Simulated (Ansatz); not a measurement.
# BFH4Si2, SMILES FB1[SiH2][SiH2]1: vertical spin-state energies

Run with the Ansatz DFT code, driven from Python.

`run_spin.py`
```python
"""Vertical spin-state energies of BFH4Si2."""

import ansatz as az


def main() -> None:
    geometry_ang = [
        ("F", (1.947, -0.6958, 1.7609)),
        ("B", (0.8632, -0.3048, 0.7998)),
        ("Si", (-0.2261, 1.1177, -0.1796)),
        ("Si", (-0.4771, -0.8712, -0.5152)),
        ("H", (0.6514, 1.8252, -1.1524)),
        ("H", (-1.0968, 1.8332, 0.7572)),
        ("H", (0.0823, -1.4807, -1.7046)),
        ("H", (-1.6518, -1.4807, 0.1782)),
    ]
    molecule = az.Crystal.molecule()
    for symbol, xyz in geometry_ang:
        molecule = molecule.atom(symbol, xyz)

    setup = molecule.calculation().basis(gaussian="def2-TZVPP").functional("hf")
    found = {}
    for unpaired in [0, 2]:
        rep = setup.spin("collinear", total=unpaired).run(threads=1, pin="off").report
        s = unpaired / 2
        found[unpaired] = rep["free_energy_ev"]
        print(f"2S+1 = {unpaired + 1}: E = {found[unpaired]:.5f} eV, <S^2> = {abs(rep['mean_field']['state']['spin_squared']):.3f} (pure state {s * (s + 1):.2f})")
    lowest = min(found, key=found.get)
    for unpaired, e in found.items():
        print(f"multiplicity {unpaired + 1}: {(e - found[lowest]):.3f} eV above the lowest")


if __name__ == "__main__":
    main()
```

```console
$ python run_spin.py
2S+1 = 1: E = -19164.59616 eV, <S^2> = 0.064 (pure state 0.00)
2S+1 = 3: E = -19163.97037 eV, <S^2> = 2.041 (pure state 2.00)
multiplicity 1: 0.000 eV above the lowest
multiplicity 3: 0.626 eV above the lowest
```

In order: multiplicity 1 (+0.00 eV) and multiplicity 3 (+0.63 eV), all at the one geometry.

What to keep in mind:
- The settings weren't tested for convergence.
- The geometry is a force-field or estimated start, not a minimum of this method, and the basis set is short of its limit. All parts are taken at fixed geometry, without zero-point energy.
- The expectation value of S² is noticeably off S(S+1) in at least one run, so that state is spin-contaminated.
- Hartree-Fock leaves correlation out, so it favours high-spin states too much.
- Finished in 28 s on 1 thread of Intel(R) Xeon(R) 6975P-C (Granite Rapids), on a shared host, peak memory 0.78 GiB.

(Lines on the test bed's own set-up are left out of the output.)
